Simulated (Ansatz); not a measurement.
# Ge: the cost of one run

Computed with Ansatz 0.2.0 (DFT PBEsol, scalar-relativistic, plane waves, PAW, unless a step's input says otherwise).

**1. The system as given**

It takes space group Fd-3m (No. 227, cubic). The conventional cell has a = 5.658 Å, b = 5.658 Å, c = 5.658 Å, α = 90.00°, β = 90.00°, γ = 90.00°. Around Ge (site symmetry -43m) lie 4 Ge at 2.45 Å.

Structure file:

```cif
data_structure
_symmetry_space_group_name_H-M 'Fd-3m:1'
_symmetry_Int_Tables_number 227
_cell_length_a 5.6578
_cell_length_b 5.6578
_cell_length_c 5.6578
_cell_angle_alpha 90.000
_cell_angle_beta 90.000
_cell_angle_gamma 90.000
_cell_volume 181.11
loop_
_atom_site_label
_atom_site_type_symbol
_atom_site_symmetry_multiplicity
_atom_site_Wyckoff_symbol
_atom_site_fract_x
_atom_site_fract_y
_atom_site_fract_z
_atom_site_occupancy
Ge1 Ge 8 b 0.00000 0.00000 0.50000 1
```

The structure comes from the Crystallography Open Database.

**2. Ground state at the listed geometry**

input.yaml

```yaml
crystal:
  lattice:
    - [0.0, 2.82891, 2.82891]
    - [2.82891, 0.0, 2.82891]
    - [2.82891, 2.82891, 0.0]
  atoms:
    - { symbol: Ge, position: [0.0, 0.0, 0.0] }
    - { symbol: Ge, position: [0.25, 0.25, 0.25] }
basis:
  ecutwfc: 420
  fft_grid_basis: typed
kpoints:
  mp_grid: { grid: [10, 10, 10] }
hamiltonian:
  xc: pbesol
scf:
  occupations: { method: gaussian, width: 0.05 }
output:
  forces: true
  stress: true
  eigenvalues: true
  bader: true
  write_density: true
  volumetric_format: npy
  elf: true
```

On the command line:

```sh
$ ansatz run input.yaml --threads 2 --pin off --max-ram 4096MiB --backend cpu --events-out ev --progress --plain --runs-dir out
```

What time and memory should one allow on 2 threads of AMD EPYC 7R43 (Zen 3), shared host?

About 11 s, with a peak of 0.39 GiB.
